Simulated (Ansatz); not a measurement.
# MoS2: the cost of one run

Computed with the Python package of Ansatz 0.2.0. Level of theory: DFT r2SCAN+D4, plane waves, PAW.

The COD entry's cell or inner coordinates are ideal or old and differ from later refinements, so a difference from it is no clean test against experiment.

## Step 1: Starting point

Symmetry: R-3m, No. 166, trigonal system. Conventional cell: a = 3.171 Å, b = 3.171 Å, c = 18.345 Å, α = 90.00°, β = 90.00°, γ = 120.00°. Mo (site symmetry -3m) has 6 S at 2.39 Å as nearest neighbours. S (site symmetry 3m) is surrounded by 3 Mo at 2.39 Å.

The script reads mos2.xyz:

```xyz
3
Lattice="1.5855 0.91538885 6.11499667 -1.5855 0.91538885 6.11499667 0.0 -1.8307777 6.11499667" Properties=species:S:1:pos:R:3 pbc="T T T"
Mo    0.00000000    0.00000000    0.00000000
S     0.00000000    0.00000000   13.75874250
S     0.00000000    0.00000000    4.58624750
```

## Step 2: The script

Input file ecut_mos2.py:

```python
"""Cutoff test for MoS2."""

import csv
import warnings

import ansatz


def main() -> None:
    warnings.simplefilter("ignore", ansatz.DeckWarning)

    structure = ansatz.Crystal.from_extxyz("mos2.xyz")

    calculation = (
        structure.calculation()
        .occupations(ansatz.OccupationsMethod.GAUSSIAN)
        .kpoints(spacing=0.29)
        .mixing("msr1", preconditioner="kerker")
        .scf(tolerance=1e-07, max_iterations=80)
        .functional("r2scan", dispersion="D4")
        .eigensolver("davidson")
        .stress()
    )

    rows = []
    for value in [250, 350, 450, 550, 650, 750]:
        data = calculation.basis(value).run(threads=1, pin="off").report
        rows.append((value, data["free_energy_ev"] / len(data["lattice"]["sites"]), data["n_iterations"], sum(data["stress_gpa"][i][i] for i in range(3)) / 3, data["n_pw"]))

    with open("ecut.csv", "w", newline="") as handle:
        writer = csv.writer(handle)
        writer.writerow(["cutoff (eV)", "F/atom (eV)", "iterations", "P (GPa)", "plane waves"])
        writer.writerows([round(v, 5) if isinstance(v, float) else v for v in row] for row in rows)

    # differences from the last row
    for row in rows[:-1]:
        shift = 1000 * (row[1] - rows[-1][1])
        print(f"{row[0]}: {shift:+.2f} meV/atom" + ("  (within 5 meV)" if abs(shift) < 5 else ""))


if __name__ == "__main__":
    main()
```

## Step 3: The input behind the calls

The engine receives this input (first run):

```yaml
crystal:
  lattice:
    - [1.5855, 0.91538885, 6.11499667]
    - [-1.5855, 0.91538885, 6.11499667]
    - [0.0, -1.8307777, 6.11499667]
  atoms:
    - { symbol: Mo, position: [0.0, 0.0, 0.0] }
    - { symbol: S, position: [0.749999999591169, 0.749999999591169, 0.749999999591169] }
    - { symbol: S, position: [0.249999999863723, 0.249999999863723, 0.249999999863723] }
basis:
  ecutwfc: 250.0
kpoints:
  mp_grid:
    kspacing: 0.29
hamiltonian:
  xc: r2scan
  dispersion: d4
scf:
  max_iter: 80
  convergence:
    dr2_threshold: 1.0e-07
  mixing:
    algorithm: msr1
    preconditioner: kerker
  occupations:
    method: gaussian
  eigensolver:
    kind: davidson
output:
  stress: true
```

## Step 4: The run

Command:

```bash
python ecut_mos2.py
```

**Question.** How long does this script take on 1 thread of Arm Neoverse V2, shared host, and how much memory does it need?

About 50 s, with a peak of 0.69 GiB.
